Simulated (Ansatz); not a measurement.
# HfH (quartet): wave-function methods side by side at distance Hf1–H2 = 3.055 Å, def2-TZVPP

The task here is to estimate one member of a computed series from the others.

Program: Ansatz 0.2.0, Gaussian basis. Level of theory: def2-TZVPP, core rule «outside noble gas», up to 4 orbitals frozen. These are calculated values, not measurements.

To be run: UHF; CCSD(T) on ROHF; CCSD(T) on UHF; CCSDT(Q) on ROHF; CCSDT(Q) on UHF; CASSCF and MRCISD+Q, 5 electrons in 5 orbitals; CASSCF and NEVPT2, 5 electrons in 5 orbitals.

33 further runs of the same task are left out: 22 for a known fault of the program, 11 that didn't finish.

### The system

The geometry derives from a PBE0/def2-TZVP stationary point (not a proven minimum). One bond is set to the value named and the two fragments are kept rigid. No spin-orbit coupling is included. Elements past krypton take def2 core potentials.

2 atoms, charge 0, spin multiplicity 4.

Atoms are counted from 1 here; the program's logs count them from 0.

No contacts short enough for the rule that draws bonds.

As a file:

```xyz
2

Hf    0.0000    0.0000    0.0000
H     0.0000    0.0000    3.0550
```

Set-up of the first run:

in.yaml

```yaml
crystal:
  periodic: [false, false, false]
  atoms:
    - {symbol: Hf, position_ang: [0.000000, 0.000000, 0.000000]}
    - {symbol: H, position_ang: [0.000000, 0.000000, 3.055000]}
basis:
  gaussian: {orbitals: def2-TZVPP}
magnetization: {spin_polarized: true, initial_magnetization: 3}
hamiltonian: {xc: hf}
output: {orbitals: {seedname: orbitals}}
```

Launch:

```console
> ansatz run in.yaml --threads 1 --pin off --events-out ev --progress --plain --max-ram 4096MiB --backend cpu
```

Among the steps run: UHF; CCSD(T) on ROHF; CCSD(T) on UHF; CCSDT(Q) on ROHF; CCSDT(Q) on UHF; CASSCF and MRCISD+Q, 5 electrons in 5 orbitals; CASSCF and NEVPT2, 5 electrons in 5 orbitals.

One table of the session follows, with a row left open; its other results are not shown here.

| method | from RCCSDT(Q) (kJ/mol) |
| --- | --- |
| UHF | +168.4 |
| RMP2 | +61.9 |
| UMP2 | +56.8 |
| RCCSD | +14.2 |
| UCCSD | +2.9 |
| RCCSD(T) | +4.4 |
| UCCSD(T) | -4.5 |
| RCCSDT | +0.5 |
| UCCSDT | -8.2 |
| RCCSDT(Q) | 0 |
| UCCSDT(Q) | -8.6 |
| CASSCF pair | +131.7 |
| NEVPT2 pair | +58.1 |
| MRCISD pair | +19.1 |
| MRCISD+Q pair | ? |

Q: Estimate the row for MRCISD+Q pair from the others.

As computed: from RCCSDT(Q) (kJ/mol): +12.6. In the column «from RCCSDT(Q) (kJ/mol)» it lies between RCCSD(T) (+4.4) and RCCSD (+14.2).

Left out of the table: ROHF (another determinant or state than the rows shown).

Caveats from the session: The report flags that the cluster equations may have other roots. The program flags RCCSD(T), RCCSDT(Q) as in doubt, so the zero of the table is itself unsure. Warnings: spin contamination; coupled cluster took another determinant than the lowest; large T1 diagnostic. Restricted and unrestricted rows rest on different reference determinants; where their highest levels disagree by more than a few hundredths of an eV, they describe different states and don't form one ladder.
